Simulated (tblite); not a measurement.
# C7H14: the cost of one run

Computed with tblite 0.8.0 and PySCF 2.14.0, with density-fitted response routines of our own, on a single molecule in the gas phase. Atoms count from 0, in the outputs and in this text.

## 1. The molecule as given

21 atoms, charge 1, multiplicity 2; geometry from: force field or distance geometry start.

Bonds of the start (Å): C0–C1 1.49, C1–C2 1.53, C2–C3 1.53, C2–C4 1.49, C4–C5 1.50, C5–C6 1.54, C0–H7 1.10, C0–H8 1.11, C0–H9 1.13, C1–H10 1.08, C3–H11 1.12, C3–H12 1.12, C3–H13 1.11, C4–H14 1.12, C4–H15 1.12, C5–H16 1.10, C5–H17 1.13, C6–H18 1.11, C6–H19 1.11, C6–H20 1.10.

## 2. Relaxing the molecule with GFN2-xTB

What the job is given:

```
{"job": {"kind": "relax", "xc": "GFN2-xTB", "basis": "xTB"}, "charge": 1, "multiplicity": 2}
C     -2.467900     1.697600     0.140600
C     -1.796500     0.537600    -0.499400
C     -0.796300    -0.192900     0.401200
C     -1.132700    -1.661100     0.142100
C      0.549100     0.146400    -0.144900
C      1.703300    -0.470800     0.581000
C      2.973400     0.010900    -0.149700
H     -3.489900     1.752600    -0.254500
H     -1.878500     2.606400    -0.088900
H     -2.512100     1.463500     1.240600
H     -1.983400     0.216300    -1.510700
H     -0.582500    -2.039400    -0.760700
H     -2.223800    -1.714700    -0.099800
H     -0.938600    -2.292100     1.032300
H      0.675000     1.261200    -0.074000
H      0.602300    -0.090100    -1.239100
H      1.679800    -1.565500     0.641800
H      1.838600    -0.037200     1.616200
H      2.853700     1.108900    -0.257500
H      3.888600    -0.245200     0.419300
H      3.029300    -0.475500    -1.136400
```

Launch:

```sh
$ OMP_NUM_THREADS=1 python probes_run.py task.json out
```

One launch serves the whole session: the jobs run in the order shown.

**Question.** How long does this first job take on 1 thread of Arm Neoverse V2, shared host?

About 1.1 s.
